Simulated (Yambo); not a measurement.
## BiTe: optical spectrum with PBE

Crystal: BiTe.

```
CELL_PARAMETERS angstrom
2.42271 1.39875 3.31729
-2.42271 1.39875 3.31729
0.00000 -2.79750 3.31729
ATOMIC_POSITIONS crystal
Bi 0.50000 0.50000 0.50000
Te 0.00000 0.00000 0.00000
```

The cell comes from a database or a generator and needn't be the stable form of this composition.

```json
{
  "Program": "Yambo 5.3.0",
  "Task": "optical spectrum",
  "Functional": "PBE",
  "Potentials or basis": "PseudoDojo 0.4.1 SR PBE standard",
  "Cutoff": "1088 eV",
  "Density cutoff": "4354 eV",
  "k mesh": "8 × 8 × 8",
  "Occupations": "fermi-dirac, width 0.05 eV",
  "Spin": "no spin polarisation",
  "k mesh of the self-consistent run": "8 × 8 × 8",
  "Direction of the field or of q to 0": "x",
  "Broadening": "0.1 eV",
  "Kernel": "none (independent particles)",
  "Top of the energy range": "20 eV",
  "Energy points": "200",
  "Correction of the levels": "none",
  "Bands in the response": "41"
}
```

```
Band gap on the k mesh, mean-field level : none (metal or under the smearing width)
```

Dielectric function (along the field direction of the input):
| energy (eV) | real part | imaginary part |
| --- | --- | --- |
| 0.30 | -2.46 | 92.29 |
| 0.80 | -8.56 | 12.04 |
| 1.31 | 16.66 | 19.11 |
| 1.81 | -3.46 | 13.48 |
| 2.31 | -2.43 | 8.67 |
| 2.81 | -1.67 | 7.08 |
| 3.32 | -2.22 | 3.32 |
| 3.82 | -0.88 | 1.92 |
| 4.32 | 0.70 | 1.23 |
| 4.82 | 1.49 | 0.91 |
| 5.33 | 2.40 | 1.49 |
| 5.83 | 3.33 | 3.39 |
| 6.33 | 2.37 | 5.20 |
| 6.83 | 1.83 | 3.66 |
| 7.34 | -1.12 | 4.80 |
| 7.84 | -1.27 | 2.54 |
| 8.34 | -0.89 | 1.74 |
| 8.84 | -0.61 | 1.94 |
| 9.35 | -0.28 | 0.98 |
| 9.85 | -0.20 | 1.15 |
| 10.35 | 0.02 | 0.90 |
| 10.85 | 0.11 | 0.88 |
| 11.36 | 0.21 | 0.93 |
| 11.86 | 0.14 | 0.82 |
| 12.36 | 0.17 | 0.79 |
| 12.86 | 0.36 | 0.80 |
| 13.37 | 0.25 | 0.70 |
| 13.87 | 0.30 | 0.74 |
| 14.37 | 0.30 | 0.62 |
| 14.87 | 0.21 | 0.60 |
| 15.38 | 0.25 | 0.52 |
| 15.88 | 0.30 | 0.26 |
| 16.38 | 0.33 | 0.24 |
| 16.88 | 0.48 | 0.19 |
| 17.39 | 0.52 | 0.21 |
| 17.89 | 0.57 | 0.14 |
| 18.39 | 0.63 | 0.15 |
| 18.89 | 0.67 | 0.15 |
| 19.40 | 0.72 | 0.11 |
| 20.00 | 0.73 | 0.11 |

Wall time 3.2 min on 1 thread of Arm Neoverse V2 (shared host).

Caveat: the intraband (Drude) term of the metal is left out; the ground state has no gap, which makes the many-body step unreliable; spectra need much finer meshes, so this one isn't converged; independent-particle spectra lack excitons; spin-orbit coupling is left out, which moves the levels of the heavy elements.
